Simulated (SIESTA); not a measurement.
**Nb2AlC: band structure with PBEsol**

The system is Nb2AlC.

```
Nb Al C
1.0
     3.12257    0.00000    0.00000
    -1.56128    2.70422    0.00000
     0.00000    0.00000   13.93807
Nb Al C
4 2 2
Direct
  0.33333 0.66667 0.41025
  0.66667 0.33333 0.91025
  0.66667 0.33333 0.58975
  0.33333 0.66667 0.08975
  0.66667 0.33333 0.25000
  0.33333 0.66667 0.75000
  0.00000 0.00000 0.50000
  0.00000 0.00000 0.00000
```

The cell is a database's computed one.

* Program: SIESTA 5.4.2
* Task: band structure
* Functional: PBEsol
* Potentials or basis: PseudoDojo 0.4 standard (PBEsol files)
* Basis: DZP (energy shift 0.003 Ry; two zetas on semicore shells)
* Grid cutoff: 800 Ry
* Energy shift: 0.003 Ry
* k mesh: 10 × 10 × 2
* Occupations: fermi-dirac, width 0.05 eV
* Spin: no spin polarisation

```
Pressure               : -4.0 GPa
Largest force          : 0.437 eV/Å
Band gap on the k mesh : none (metal or under the smearing width)
```

Forces on the atoms (eV/Å):
```
Nb   0.000  0.000  0.437
Nb   0.000  0.000  0.437
Nb   0.000  0.000 -0.437
Nb   0.000  0.000 -0.437
Al   0.000  0.000  0.000
Al   0.000  0.000  0.000
C    0.000  0.000  0.000
C    0.000  0.000  0.000
```

Stress tensor (GPa, compression positive):
```
-3.86  0.00  0.00
 0.00 -3.86  0.00
 0.00  0.00 -4.30
```

Levels at the corners of the path, in eV from the Fermi level:
| point | band 30 | band 31 | band 32 | band 33 | band 34 | band 35 | band 36 | band 37 | band 38 | band 39 |
| --- | --- | --- | --- | --- | --- | --- | --- | --- | --- | --- |
| Γ | -0.94 | -0.37 | -0.37 | -0.34 | -0.34 | 0.96 | 0.96 | 1.08 | 1.08 | 1.94 |
| M | -2.55 | -1.41 | -1.31 | 1.10 | 1.40 | 1.73 | 1.77 | 1.84 | 2.32 | 2.77 |
| K | -1.94 | -1.66 | -1.66 | -1.41 | -0.41 | 1.25 | 1.25 | 1.78 | 1.78 | 2.16 |
| Γ | -0.94 | -0.37 | -0.37 | -0.34 | -0.34 | 0.96 | 0.96 | 1.08 | 1.08 | 1.94 |
| A | -1.12 | -0.36 | -0.36 | -0.36 | -0.36 | 1.02 | 1.02 | 1.02 | 1.02 | 2.01 |
| L | -2.81 | -1.36 | -1.36 | 1.48 | 1.48 | 1.59 | 1.59 | 1.96 | 1.96 | 2.90 |
| H | -2.10 | -1.53 | -1.53 | -0.91 | -0.91 | 1.18 | 1.18 | 1.95 | 1.95 | 2.40 |
| A | -1.12 | -0.36 | -0.36 | -0.36 | -0.36 | 1.02 | 1.02 | 1.02 | 1.02 | 2.01 |
| L | -2.81 | -1.36 | -1.36 | 1.48 | 1.48 | 1.59 | 1.59 | 1.96 | 1.96 | 2.90 |
| M | -2.55 | -1.41 | -1.31 | 1.10 | 1.40 | 1.73 | 1.77 | 1.84 | 2.32 | 2.77 |
| K | -1.94 | -1.66 | -1.66 | -1.41 | -0.41 | 1.25 | 1.25 | 1.78 | 1.78 | 2.16 |
| H | -2.10 | -1.53 | -1.53 | -0.91 | -0.91 | 1.18 | 1.18 | 1.95 | 1.95 | 2.40 |

Run time: 5.1 min on 1 thread of Intel(R) Xeon(R) 6975P-C (Granite Rapids), on a shared host, peak memory 0.97 GiB.

Caveat: the basis of atomic orbitals isn't converged, which shifts pressures, moduli and gaps.
